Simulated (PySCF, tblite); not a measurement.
# C7H13FO: geometry, infrared bands and NMR shifts

What infrared bands and NMR shifts should C7H13FO (`CCC(C)(CC)C(=O)F`) show?

Programs: tblite 0.8.0 and PySCF 2.14.0, with density-fitted response routines of our own. Each step states its level of theory. These are calculated values for one molecule in the gas phase, unless marked as measured. Atoms count from 0, in the outputs and in this text.

**1. Starting geometry**

22 atoms, charge 0, multiplicity 1; geometry from: force field or distance geometry start.

Bonds of the start (Å): C0–C1 1.54, C1–C2 1.55, C2–C3 1.52, C2–C4 1.56, C4–C5 1.53, C2–C6 1.53, C6–O7 1.22, C6–F8 1.33, C0–H9 1.09, C0–H10 1.09, C0–H11 1.09, C1–H12 1.08, C1–H13 1.10, C3–H14 1.10, C3–H15 1.11, C3–H16 1.10, C4–H17 1.09, C4–H18 1.10, C5–H19 1.09, C5–H20 1.08, C5–H21 1.10.

**2. Relaxing the molecule with GFN2-xTB**

The job: settings as JSON, then the geometry in Å.

```
{"job": {"kind": "relax", "xc": "GFN2-xTB", "basis": "xTB"}, "charge": 0, "multiplicity": 1}
C      2.600800     0.037700    -0.186600
C      1.269500     0.813100    -0.209800
C      0.004900    -0.059100    -0.028800
C      0.041500    -0.862600     1.259900
C     -1.229000     0.897900    -0.045900
C     -2.592200     0.228500     0.115300
C     -0.107900    -0.977900    -1.240800
O     -0.144900    -2.197000    -1.199700
F     -0.154000    -0.413300    -2.449600
H      3.417400     0.724000    -0.388600
H      2.607900    -0.746300    -0.948900
H      2.779100    -0.417100     0.792200
H      1.215100     1.362800    -1.137300
H      1.316500     1.562600     0.593400
H     -0.852000    -1.486500     1.391400
H      0.114700    -0.212300     2.154100
H      0.894900    -1.555300     1.290500
H     -1.119100     1.646300     0.738600
H     -1.245200     1.454300    -0.996900
H     -3.378100     0.974400     0.012000
H     -2.754700    -0.542900    -0.628500
H     -2.696000    -0.211900     1.113000
```

Command:

```sh
$ OMP_NUM_THREADS=1 python probes_run.py task.json out
```

One launch serves the whole session: the jobs run in the order shown.

**Question.** This job is followed by: GFN2-xTB harmonic vibrations, gas phase; GIAO PBE0/pcSseg-1 NMR shielding, non-relativistic, gas phase. Predict these results of the whole session: strongest single infrared mode (GFN2-xTB); zero-point energy (GFN2-xTB); 13C shifts against TMS (PBE0/pcSseg-1, means over atoms taken as alike); 1H shifts against TMS (PBE0/pcSseg-1, means over atoms taken as alike); 17O shifts against H2O (PBE0/pcSseg-1); 19F shifts against CFCl3 (PBE0/pcSseg-1); surface potential, 1st and 99th percentile.

The runs gave:

| quantity | value |
| --- | --- |
| strongest single infrared mode (GFN2-xTB) | 1863 cm⁻¹, 402 km/mol |
| zero-point energy (GFN2-xTB) | 117.9 kcal/mol |
| 13C shifts against TMS (PBE0/pcSseg-1, means over atoms taken as alike) | 177.3, 50.6, 37.6, 18.9, 12.2 ppm |
| 1H shifts against TMS (PBE0/pcSseg-1, means over atoms taken as alike) | 2.01, 1.32, 1.15, 1.03 ppm |
| 17O shifts against H2O (PBE0/pcSseg-1) | 470.4 ppm |
| 19F shifts against CFCl3 (PBE0/pcSseg-1) | 26.0 ppm |
| surface potential, 1st and 99th percentile | -1.44 V and 0.84 V |

In words: The optimisation took 76 steps and gained 0.178 eV; among the close pairs (by a distance rule), C6–O7 changed most, from 1.220 to 1.180 Å. No mode is imaginary among the 60: a minimum at this level. The strongest single mode, at 1863 cm⁻¹, moves mainly C6 and O7. GFN2-xTB is a fitted tight-binding method: band positions and strengths are rough. Its intensities can rank the bands wrongly. At PBE0/pcSseg-1: The largest span, 701 ppm, is at O7, where the paramagnetic term is -537 ppm.
